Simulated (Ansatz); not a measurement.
# MoS2: the cost of one run

Method: DFT PBEsol, frozen-core PAW, scalar-relativistic unless said, in Ansatz 0.2.0.

1 further run of the same task is left out (set aside as unsound or not needed).

### 1 The system as given

The structure is hexagonal, space group P6_3/mmc (No. 194). The conventional cell has a = 3.169 Å, b = 3.169 Å, c = 12.324 Å, α = 90.00°, β = 90.00°, γ = 120.00°. Around Mo (site symmetry -6m2) lie 6 S at 2.41 Å. S (site symmetry 3m) is surrounded by 3 Mo at 2.41 Å.

Structure file:

```xyz
6
Lattice="3.1690 0.0000 0.0000 -1.5845 2.7444 0.0000 0.0000 0.0000 12.3240" Properties=species:S:1:pos:R:3 pbc="T T T"
Mo    0.0000    1.8296    3.0810
Mo    1.5845    0.9148    9.2430
S     0.0000    1.8296    7.6779
S     1.5845    0.9148    1.5159
S     0.0000    1.8296   10.8081
S     1.5845    0.9148    4.6461
```

Cartesian axes are those of the input's lattice vectors. The structure goes back to a database entry.

### 2 Cell and atoms relaxed, PAW

File input.yaml:

```yaml
crystal:
  lattice:
    - [3.169, 0.0, 0.0]
    - [-1.5845, 2.7444345046, 0.0]
    - [0.0, 0.0, 12.324]
  atoms:
    - { symbol: Mo, position: [0.333333333333, 0.666666666667, 0.25] }
    - { symbol: Mo, position: [0.666666666667, 0.333333333333, 0.75] }
    - { symbol: S, position: [0.333333333333, 0.666666666667, 0.623] }
    - { symbol: S, position: [0.666666666667, 0.333333333333, 0.123] }
    - { symbol: S, position: [0.333333333333, 0.666666666667, 0.877] }
    - { symbol: S, position: [0.666666666667, 0.333333333333, 0.377] }
kpoints:
  mp_grid: { grid: [10, 10, 2] }
scf:
  occupations: { method: fermi_dirac, width: 0.1 }
hamiltonian:
  xc: pbesol
  pseudopotentials: { kind: paw }
relax:
  f_tol: 0.002
  max_steps: 80
  cell: {}
output:
  forces: true
  stress: true
```

On the command line:

```bash
ansatz run input.yaml --threads 2 --pin off --max-ram 6144MiB --backend cpu --events-out ev --progress --plain --runs-dir out
```

What time and memory should one allow on 2 threads of Intel Xeon Platinum 8488C (Sapphire Rapids), shared host?

About 14 s, with a peak of 0.49 GiB.
